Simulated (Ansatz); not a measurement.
# Si: an axial (c/a) deformation path

Aim: for Si, look for other minima along an axial (c/a) path.

Computed with Ansatz 0.2.0 (DFT r2SCAN, scalar-relativistic, plane waves, PAW, unless a step's input says otherwise).

## Step 1: The system as given

It takes space group P6_3/mmc (No. 194, hexagonal). Conventional cell: a = 3.831 Å, b = 3.831 Å, c = 6.333 Å, α = 90.00°, β = 90.00°, γ = 120.00°. Si (site symmetry 3m) has 4 Si at 2.35 to 2.37 Å in its first shell of neighbours.

Coordinates:

```
Si
1.0
     3.83132    0.00000    0.00000
    -1.91566    3.31802    0.00000
     0.00000    0.00000    6.33262
Si
4
Direct
  0.33333 0.66667 0.06301
  0.66667 0.33333 0.56301
  0.33333 0.66667 0.43699
  0.66667 0.33333 0.93699
```

It goes back to an entry of the Materials Project, which need not be the stable form.

No relaxation comes first: the listed cell is the starting point.

## Step 2: Setting up an axial (c/a) deformation path

At fixed volume and fractional coordinates, lengths along (0.000, 0.000, 1.000) are scaled against those across it; ρ is that ratio over its starting value.

## Step 3: At ρ = 0.850

input.yaml reads:

```yaml
crystal:
  lattice:
    - [4.0445961451, 0.0, 0.0]
    - [-2.0222980726, 3.5027230097, 0.0]
    - [0.0, 0.0, 5.6823700921]
  atoms:
    - { symbol: Si, position: [0.3333333333, 0.6666666667, 0.0630095] }
    - { symbol: Si, position: [0.6666666667, 0.3333333333, 0.5630095] }
    - { symbol: Si, position: [0.3333333333, 0.6666666667, 0.4369905] }
    - { symbol: Si, position: [0.6666666667, 0.3333333333, 0.9369905] }
basis:
  ecutwfc: 500
kpoints:
  mp_grid: { grid: [12, 12, 6] }
hamiltonian:
  xc: r2scan
scf:
  occupations: { method: gaussian, width: 0.05 }
output:
  forces: true
  stress: true
  eigenvalues: true
```

The run is started by

```console
ansatz run input.yaml --threads 1 --pin off --max-ram 2560MiB --backend cpu --events-out ev --progress --plain --runs-dir out
```

Output (excerpt; [...] marks lines left out):

```text
Warning: RAYON_NUM_THREADS=1 ignored (pool sized by the plan → 1); use --threads N
[...]
Pseudopotentials: kind: paw
Pseudopotential: Si, paw, valence charge 4, recommended cutoff 500 eV (meta_gga), Si.paw.azcp
Functional definition: r2SCAN
[...]
Crystal: 4 atoms, lattice volume = 80.503 Å³
Basis set: ecut = 500 eV, 2091 PW (Γ), exchange–correlation on 120×120×180 points (64 copies of the dense FFT grid, shifted against one another)
Bands: 12, of which v1, the nominal top of the filled ones, is band 8 counted from 1 (7 counted from 0)
Symmetry: 24 space group operations
Space group: P63/mmc (ITA 194), of the structure as read, at distance tolerance 4.3e-5 Å
k-points: 76 of 864
[...]
SCF iter   1: F=—  HF=-2554.961310 eV  |F-HF|=—  |Δ(HF+E_count)|=         —  Δρ=4.96e-3  dr2=1.41e-2  dr2_τ=2.97e-2  ethr=1.77e-3  ⟨swp⟩=6.4  Hψ=6767  notcnv=0
[...]
SCF iter   6: F=-2554.995869 eV  HF=-2554.995869 eV  |F-HF|=3.27e-9  |Δ(HF+E_count)|=   4.64e-8  Δρ=3.43e-6  dr2=6.35e-9  dr2_τ=1.32e-10  ethr=1.70e-10  ⟨swp⟩=2.3  Hψ=3401  notcnv=0
[...]
SCF converged after 6 iterations
Free energy (F): -2554.995869 eV
[...]
E sigma→0 (E₀):  -2554.995757 eV
Entropy (-TS):   -0.000224 eV (-0.056 meV/atom)
Fermi energy:    6.287459 eV
[...]
--- Forces (eV/Å), atoms counted from 1 ---
  atom   1  Si     0.00000000    -0.00000000    -2.81502433
  atom   2  Si     0.00000000     0.00000000    -2.81502433
  atom   3  Si    -0.00000000    -0.00000000     2.81502433
  atom   4  Si     0.00000000     0.00000000     2.81502433
[...]
--- Stress (GPa, compression-positive) ---
      -11.238373       0.000000       0.000000
        0.000000     -11.238373       0.000000
        0.000000       0.000000      36.230130
  P = ⅓ Tr σ = 4.5845 GPa (45.845 kbar)
--- Band table (eV; the first three rows and the last of 76) ---
  k-point 0: bands = ["-6.5128", "-2.7566", "-1.5193", "3.8642", "3.8642", "5.9149", "5.9212", "6.5940", "6.5940", "7.5728", "7.5728", "9.5393"]
[...]
```

Run time: 12 s. Hardware: 1 thread of Arm Neoverse V2, shared host; peak memory 0.53 GiB.

## Step 4: Point ρ = 1.200

input.yaml, as its differences from that of step 3:

```diff
@@ -2,5 +2,5 @@
   lattice:
-    - [4.0445961451, 0.0, 0.0]
-    - [-2.0222980726, 3.5027230097, 0.0]
-    - [0.0, 0.0, 5.6823700921]
+    - [3.6054077684, 0.0, 0.0]
+    - [-1.8027038842, 3.1223747185, 0.0]
+    - [0.0, 0.0, 7.1510705514]
   atoms:
@@ -22 +22,5 @@
   eigenvalues: true
+  write_density: true
+  write_potential: true
+  elf: true
+  volumetric_format: npy
```

The run is started by

```console
ansatz run input.yaml --threads 1 --pin off --max-ram 2560MiB --backend cpu --events-out ev --progress --plain --runs-dir out
```

Output (excerpt; [...] marks lines left out):

```text
Warning: RAYON_NUM_THREADS=1 ignored (pool sized by the plan → 1); use --threads N
[...]
[... 3 set-up lines as earlier in the session ...]
[...]
Crystal: 4 atoms, lattice volume = 80.503 Å³
Basis set: ecut = 500 eV, 2079 PW (Γ), exchange–correlation on 108×108×216 points (64 copies of the dense FFT grid, shifted against one another)
Bands: 12, of which v1, the nominal top of the filled ones, is band 8 counted from 1 (7 counted from 0)
[... 2 set-up lines as earlier in the session ...]
k-points: 76 of 864
[...]
SCF iter   1: F=—  HF=-2555.098082 eV  |F-HF|=—  |Δ(HF+E_count)|=         —  Δρ=5.02e-3  dr2=1.95e-2  dr2_τ=3.00e-2  ethr=1.77e-3  ⟨swp⟩=6.4  Hψ=6933  notcnv=0
[...]
SCF iter   6: F=-2555.125959 eV  HF=-2555.125959 eV  |F-HF|=5.03e-10  |Δ(HF+E_count)|=   3.59e-8  Δρ=8.46e-7  dr2=3.78e-10  dr2_τ=8.24e-12  ethr=1.19e-10  ⟨swp⟩=5.6  Hψ=5357  notcnv=0
[...]
SCF converged after 6 iterations
Free energy (F): -2555.125959 eV
[...]
E sigma→0 (E₀):  -2555.125647 eV
Entropy (-TS):   -0.000624 eV (-0.156 meV/atom)
Fermi energy:    6.298497 eV
[...]
--- Forces (eV/Å), atoms counted from 1 ---
  atom   1  Si     0.00000000    -0.00000000     1.01634111
  atom   2  Si     0.00000000     0.00000000     1.01634111
  atom   3  Si     0.00000000    -0.00000000    -1.01634111
  atom   4  Si     0.00000000     0.00000000    -1.01634111
[...]
--- Stress (GPa, compression-positive) ---
       14.254998       0.000000       0.000000
        0.000000      14.254998       0.000000
        0.000000       0.000000     -17.031314
  P = ⅓ Tr σ = 3.8262 GPa (38.262 kbar)
--- Band table (eV; the first three rows and the last of 76) ---
  k-point 0: bands = ["-6.5352", "-5.2076", "-0.9345", "5.4002", "5.7699", "5.7699", "5.8777", "6.5644", "6.5644", "9.5854", "9.5854", "9.8044"]
[...]
```

Run time: 13 s. Hardware: 1 thread of Arm Neoverse V2, shared host; peak memory 0.52 GiB.

Density in a lattice plane of the grid's cell (edges 3.61 and 7.15 Å, at 0.333 of the third edge), which holds Si.

Ten even steps from ' ' (0.03 e/Å³) to '@' (0.48 e/Å³):
```
**======**@@##::  ::##@@
==::::::==****--::--****
::..  ..::==**######**==
..      ..::++##%%##++::
..      ..::==**##**==::
..      ..::++##%%##++::
::..  ..::==**######**==
==::::::==****--::--****
**======**@@##::  ::##@@
##**++**##@@@@**==**@@@@
**++++++**####******####
==============------====
::::::::::::..........::
..........              
..........              
..........              
::::::::::::..........::
==============------====
**++++++**####******####
##**++**##@@@@**==**@@@@
```
Columns run along the first of these edges and rows up along the second, over one cell in 12 and 20 even steps from the bottom left corner. Atoms in the plane (fractional): Si at (0.67, 0.56), Si at (0.67, 0.94).

ELF in the same plane.

Ten even steps from '0' (0.02) to '9' (0.93):
```
865688524268
743467523357
421246667666
300036899986
200026899986
300036899986
421246667666
743467523357
865688524268
976799731379
876788753578
665666543456
444443211123
344431000001
244421000001
344431000001
444443211123
665666543456
876788753578
976799731379
```
Columns run along the first of these edges and rows up along the second, over one cell in 12 and 20 even steps from the bottom left corner. Atoms in the plane (fractional): Si at (0.67, 0.56), Si at (0.67, 0.94).

Both are smooth fields of the valence electrons: close to the nuclei they are not physical.

Outside the cores ELF peaks at 0.96 on the Si–Si line, 1.1 Å from Si.

## Step 5: At ρ = 0.920

input.yaml, as its differences from that of step 4:

```diff
@@ -2,5 +2,5 @@
   lattice:
-    - [3.6054077684, 0.0, 0.0]
-    - [-1.8027038842, 3.1223747185, 0.0]
-    - [0.0, 0.0, 7.1510705514]
+    - [3.9392982494, 0.0, 0.0]
+    - [-1.9696491247, 3.4115323571, 0.0]
+    - [0.0, 0.0, 5.9902109536]
   atoms:
@@ -22,5 +22 @@
   eigenvalues: true
-  write_density: true
-  write_potential: true
-  elf: true
-  volumetric_format: npy
```

The run is started by

```console
ansatz run input.yaml --threads 1 --pin off --max-ram 2560MiB --backend cpu --events-out ev --progress --plain --runs-dir out
```

Output (excerpt; [...] marks lines left out):

```text
Warning: RAYON_NUM_THREADS=1 ignored (pool sized by the plan → 1); use --threads N
[...]
[... 3 set-up lines as earlier in the session ...]
[...]
Crystal: 4 atoms, lattice volume = 80.503 Å³
Basis set: ecut = 500 eV, 2007 PW (Γ), exchange–correlation on 120×120×180 points (64 copies of the dense FFT grid, shifted against one another)
Bands: 12, of which v1, the nominal top of the filled ones, is band 8 counted from 1 (7 counted from 0)
[... 2 set-up lines as earlier in the session ...]
k-points: 76 of 864
[...]
SCF iter   1: F=—  HF=-2555.877605 eV  |F-HF|=—  |Δ(HF+E_count)|=         —  Δρ=3.97e-3  dr2=8.75e-3  dr2_τ=2.57e-2  ethr=1.77e-3  ⟨swp⟩=6.3  Hψ=6714  notcnv=0
[...]
SCF iter   6: F=-2555.911035 eV  HF=-2555.911035 eV  |F-HF|=2.56e-9  |Δ(HF+E_count)|=   8.69e-8  Δρ=2.42e-6  dr2=2.51e-9  dr2_τ=5.47e-11  ethr=2.40e-10  ⟨swp⟩=2.1  Hψ=3363  notcnv=0
[...]
SCF converged after 6 iterations
Free energy (F): -2555.911035 eV
[...]
E sigma→0 (E₀):  -2555.911028 eV
Entropy (-TS):   -0.000014 eV (-0.004 meV/atom)
Fermi energy:    6.514329 eV
[...]
--- Forces (eV/Å), atoms counted from 1 ---
  atom   1  Si    -0.00000000     0.00000000    -1.14493275
  atom   2  Si     0.00000000    -0.00000000    -1.14493275
  atom   3  Si    -0.00000000     0.00000000     1.14493275
  atom   4  Si     0.00000000    -0.00000000     1.14493275
[...]
--- Stress (GPa, compression-positive) ---
       -6.112187       0.000000      -0.000000
       -0.000000      -6.112187       0.000000
       -0.000000       0.000000      16.195672
  P = ⅓ Tr σ = 1.3238 GPa (13.238 kbar)
--- Band table (eV; the first three rows and the last of 76) ---
  k-point 0: bands = ["-6.4395", "-3.3898", "-1.3312", "4.3009", "4.3009", "6.0403", "6.4394", "6.4394", "6.7840", "8.0356", "8.0356", "9.8147"]
[...]
```

It took 11 s on 1 thread of Arm Neoverse V2, shared host; peak memory 0.53 GiB.

## Step 6: At ρ = 1.100

input.yaml, as its differences from that of step 5:

```diff
@@ -2,5 +2,5 @@
   lattice:
-    - [3.9392982494, 0.0, 0.0]
-    - [-1.9696491247, 3.4115323571, 0.0]
-    - [0.0, 0.0, 5.9902109536]
+    - [3.7115095052, 0.0, 0.0]
+    - [-1.8557547526, 3.2142615179, 0.0]
+    - [0.0, 0.0, 6.748056168]
   atoms:
```

The run is started by

```console
ansatz run input.yaml --threads 1 --pin off --max-ram 2560MiB --backend cpu --events-out ev --progress --plain --runs-dir out
```

Output (excerpt; [...] marks lines left out):

```text
Warning: RAYON_NUM_THREADS=1 ignored (pool sized by the plan → 1); use --threads N
[...]
[... 3 set-up lines as earlier in the session ...]
[...]
Crystal: 4 atoms, lattice volume = 80.503 Å³
Basis set: ecut = 500 eV, 2017 PW (Γ), exchange–correlation on 120×120×200 points (64 copies of the dense FFT grid, shifted against one another)
Bands: 12, of which v1, the nominal top of the filled ones, is band 8 counted from 1 (7 counted from 0)
[... 2 set-up lines as earlier in the session ...]
k-points: 76 of 864
[...]
SCF iter   1: F=—  HF=-2555.863271 eV  |F-HF|=—  |Δ(HF+E_count)|=         —  Δρ=3.88e-3  dr2=9.50e-3  dr2_τ=2.64e-2  ethr=1.77e-3  ⟨swp⟩=6.4  Hψ=6820  notcnv=0
[...]
SCF iter   6: F=-2555.893795 eV  HF=-2555.893795 eV  |F-HF|=2.91e-9  |Δ(HF+E_count)|=   8.34e-8  Δρ=2.42e-6  dr2=2.56e-9  dr2_τ=5.16e-11  ethr=2.38e-10  ⟨swp⟩=2.1  Hψ=3367  notcnv=0
[...]
SCF converged after 6 iterations
Free energy (F): -2555.893795 eV
[...]
E sigma→0 (E₀):  -2555.893795 eV
Fermi energy:    6.732922 eV
[...]
--- Forces (eV/Å), atoms counted from 1 ---
  atom   1  Si     0.00000000    -0.00000000     0.72073355
  atom   2  Si     0.00000000     0.00000000     0.72073355
  atom   3  Si     0.00000000    -0.00000000    -0.72073355
  atom   4  Si     0.00000000     0.00000000    -0.72073355
[...]
--- Stress (GPa, compression-positive) ---
        7.722985      -0.000000       0.000000
        0.000000       7.722985      -0.000000
        0.000000      -0.000000     -11.760559
  P = ⅓ Tr σ = 1.2285 GPa (12.285 kbar)
--- Band table (eV; the first three rows and the last of 76) ---
  k-point 0: bands = ["-6.4437", "-4.6576", "-1.0229", "5.2809", "5.2809", "5.7513", "6.4146", "6.4146", "7.2658", "8.8195", "9.0798", "9.0798"]
[...]
```

It took 11 s on 1 thread of Arm Neoverse V2, shared host; peak memory 0.55 GiB.

## Step 7: At ρ = 0.960

input.yaml, as its differences from that of step 6:

```diff
@@ -2,5 +2,5 @@
   lattice:
-    - [3.7115095052, 0.0, 0.0]
-    - [-1.8557547526, 3.2142615179, 0.0]
-    - [0.0, 0.0, 6.748056168]
+    - [3.883807784, 0.0, 0.0]
+    - [-1.941903892, 3.3634762044, 0.0]
+    - [0.0, 0.0, 6.1626057867]
   atoms:
```

The run is started by

```console
ansatz run input.yaml --threads 1 --pin off --max-ram 2560MiB --backend cpu --events-out ev --progress --plain --runs-dir out
```

Output (excerpt; [...] marks lines left out):

```text
[...]
SCF converged after 6 iterations
Free energy (F): -2556.142855 eV
[...]
E sigma→0 (E₀):  -2556.142855 eV
Fermi energy:    6.588019 eV
[...]
--- Forces (eV/Å), atoms counted from 1 ---
  atom   1  Si    -0.00000000     0.00000000    -0.49199615
  atom   2  Si     0.00000000    -0.00000000    -0.49199615
  atom   3  Si     0.00000000     0.00000000     0.49199615
  atom   4  Si     0.00000000    -0.00000000     0.49199615
[...]
--- Stress (GPa, compression-positive) ---
       -3.007854       0.000000      -0.000000
       -0.000000      -3.007854       0.000000
       -0.000000       0.000000       7.426797
  P = ⅓ Tr σ = 0.4704 GPa (4.704 kbar)
--- Band table (eV; the first three rows and the last of 76) ---
  k-point 0: bands = ["-6.4198", "-3.7131", "-1.2426", "4.5328", "4.5328", "6.0406", "6.3908", "6.3908", "7.2608", "8.2838", "8.2838", "9.6048"]
[...]
```

Wall time 11 s (1 thread of Arm Neoverse V2, shared host); peak memory 0.53 GiB.

## Step 8: At ρ = 1.050

input.yaml, as its differences from that of step 7:

```diff
@@ -2,5 +2,5 @@
   lattice:
-    - [3.883807784, 0.0, 0.0]
-    - [-1.941903892, 3.3634762044, 0.0]
-    - [0.0, 0.0, 6.1626057867]
+    - [3.7695112097, 0.0, 0.0]
+    - [-1.8847556049, 3.2644924674, 0.0]
+    - [0.0, 0.0, 6.5419883253]
   atoms:
```

The run is started by

```console
ansatz run input.yaml --threads 1 --pin off --max-ram 2560MiB --backend cpu --events-out ev --progress --plain --runs-dir out
```

Output (excerpt; [...] marks lines left out):

```text
[...]
SCF converged after 6 iterations
Free energy (F): -2556.128918 eV
[...]
E sigma→0 (E₀):  -2556.128918 eV
Fermi energy:    6.772928 eV
[...]
--- Forces (eV/Å), atoms counted from 1 ---
  atom   1  Si    -0.00000000    -0.00000000     0.43460718
  atom   2  Si    -0.00000000    -0.00000000     0.43460718
  atom   3  Si     0.00000000     0.00000000    -0.43460718
  atom   4  Si     0.00000000    -0.00000000    -0.43460718
[...]
--- Stress (GPa, compression-positive) ---
        3.944294       0.000000       0.000000
        0.000000       3.944294       0.000000
        0.000000       0.000000      -6.556275
  P = ⅓ Tr σ = 0.4441 GPa (4.441 kbar)
--- Band table (eV; the first three rows and the last of 76) ---
  k-point 0: bands = ["-6.4207", "-4.3498", "-1.0863", "5.0228", "5.0228", "5.8952", "6.3753", "6.3753", "8.0606", "8.2834", "8.8074", "8.8074"]
[...]
```

Run time: 10 s. Hardware: 1 thread of Arm Neoverse V2, shared host; peak memory 0.55 GiB.

## Step 9: ρ = 0.800

input.yaml, as its differences from that of step 8:

```diff
@@ -2,5 +2,5 @@
   lattice:
-    - [3.7695112097, 0.0, 0.0]
-    - [-1.8847556049, 3.2644924674, 0.0]
-    - [0.0, 0.0, 6.5419883253]
+    - [4.1271616227, 0.0, 0.0]
+    - [-2.0635808114, 3.5742268108, 0.0]
+    - [0.0, 0.0, 5.4572882064]
   atoms:
```

The run is started by

```console
ansatz run input.yaml --threads 1 --pin off --max-ram 2560MiB --backend cpu --events-out ev --progress --plain --runs-dir out
```

Output (excerpt; [...] marks lines left out):

```text
Warning: RAYON_NUM_THREADS=1 ignored (pool sized by the plan → 1); use --threads N
[...]
[... 3 set-up lines as earlier in the session ...]
[...]
Crystal: 4 atoms, lattice volume = 80.503 Å³
Basis set: ecut = 500 eV, 2053 PW (Γ), exchange–correlation on 128×128×160 points (64 copies of the dense FFT grid, shifted against one another)
Bands: 12, of which v1, the nominal top of the filled ones, is band 8 counted from 1 (7 counted from 0)
[... 2 set-up lines as earlier in the session ...]
k-points: 76 of 864
[...]
SCF iter   1: F=—  HF=-2553.790686 eV  |F-HF|=—  |Δ(HF+E_count)|=         —  Δρ=5.67e-3  dr2=1.98e-2  dr2_τ=3.48e-2  ethr=1.77e-3  ⟨swp⟩=6.4  Hψ=6859  notcnv=0
[...]
SCF iter   6: F=-2553.824146 eV  HF=-2553.824146 eV  |F-HF|=1.95e-9  |Δ(HF+E_count)|=   2.24e-7  Δρ=3.20e-6  dr2=8.07e-9  dr2_τ=1.33e-10  ethr=6.25e-10  ⟨swp⟩=5.9  Hψ=4509  notcnv=0
[...]
SCF converged after 6 iterations
Free energy (F): -2553.824146 eV
[...]
E sigma→0 (E₀):  -2553.823633 eV
Entropy (-TS):   -0.001026 eV (-0.256 meV/atom)
Fermi energy:    6.130317 eV
[...]
--- Forces (eV/Å), atoms counted from 1 ---
  atom   1  Si    -0.00000000    -0.00000000    -4.63535748
  atom   2  Si     0.00000000     0.00000000    -4.63535748
  atom   3  Si    -0.00000000    -0.00000000     4.63535748
  atom   4  Si     0.00000000     0.00000000     4.63535748
[...]
--- Stress (GPa, compression-positive) ---
      -13.931604      -0.000000       0.000000
       -0.000000     -13.931604       0.000000
        0.000000       0.000000      53.974592
  P = ⅓ Tr σ = 8.7038 GPa (87.038 kbar)
--- Band table (eV; the first three rows and the last of 76) ---
  k-point 0: bands = ["-6.6063", "-2.2464", "-1.6930", "3.5185", "3.5185", "5.2670", "5.7321", "6.7629", "6.7629", "7.2112", "7.2112", "9.3346"]
[...]
```

It took 11 s on 1 thread of Arm Neoverse V2, shared host; peak memory 0.54 GiB.

## Step 10: ρ = 1.300

input.yaml, as its differences from that of step 9:

```diff
@@ -2,5 +2,5 @@
   lattice:
-    - [4.1271616227, 0.0, 0.0]
-    - [-2.0635808114, 3.5742268108, 0.0]
-    - [0.0, 0.0, 5.4572882064]
+    - [3.5104841895, 0.0, 0.0]
+    - [-1.7552420948, 3.0401684877, 0.0]
+    - [0.0, 0.0, 7.5430293967]
   atoms:
```

The run is started by

```console
ansatz run input.yaml --threads 1 --pin off --max-ram 2560MiB --backend cpu --events-out ev --progress --plain --runs-dir out
```

Output (excerpt; [...] marks lines left out):

```text
[...]
SCF converged after 7 iterations
Free energy (F): -2554.202871 eV
[...]
E sigma→0 (E₀):  -2554.202559 eV
Entropy (-TS):   -0.000624 eV (-0.156 meV/atom)
Fermi energy:    6.251426 eV
[...]
--- Forces (eV/Å), atoms counted from 1 ---
  atom   1  Si     0.00000000    -0.00000000     1.10898943
  atom   2  Si    -0.00000000     0.00000000     1.10898943
  atom   3  Si     0.00000000    -0.00000000    -1.10898943
  atom   4  Si    -0.00000000     0.00000000    -1.10898943
[...]
--- Stress (GPa, compression-positive) ---
       19.396042      -0.000000       0.000000
       -0.000000      19.396042       0.000000
        0.000000       0.000000     -17.593723
  P = ⅓ Tr σ = 7.0661 GPa (70.661 kbar)
--- Band table (eV; the first three rows and the last of 76) ---
  k-point 0: bands = ["-6.6726", "-5.6861", "-0.8901", "4.7150", "5.0319", "6.2382", "6.2382", "6.7941", "6.7941", "10.0490", "10.0490", "10.6589"]
[...]
```

Wall time 13 s (1 thread of Arm Neoverse V2, shared host); peak memory 0.55 GiB.

## Step 11: Results of the scan

All points in order; energies are free energies above the reference cell:

```
    ρ  ΔE (meV/atom)  pressure (GPa)  gap on the mesh (eV)  space group
0.800          597.6             8.7                  0.00     P6_3/mmc
0.850          304.7             4.6                  0.00     P6_3/mmc
0.920           75.9             1.3                  0.16     P6_3/mmc
0.960           17.9             0.5                  0.40     P6_3/mmc
1.000            0.0             0.2                  0.60     P6_3/mmc
1.050           21.4             0.4                  0.80     P6_3/mmc
1.100           80.2             1.2                  0.64     P6_3/mmc
1.200          272.2             3.8                  0.00     P6_3/mmc
1.300          502.9             7.1                  0.00     P6_3/mmc
```

Where the gap reads zero, the mesh chosen for the insulator is on the coarse side.

## Step 12: Results

```
     quantity                        value
highest point  597.6 meV/atom at ρ = 0.800
```

What this shows: No sampled point lies below the undisturbed cell. No sampled point inside the path is a dip, apart from those named. The gap on the mesh, 0.60 eV at the start, reads zero at ρ = 0.800.
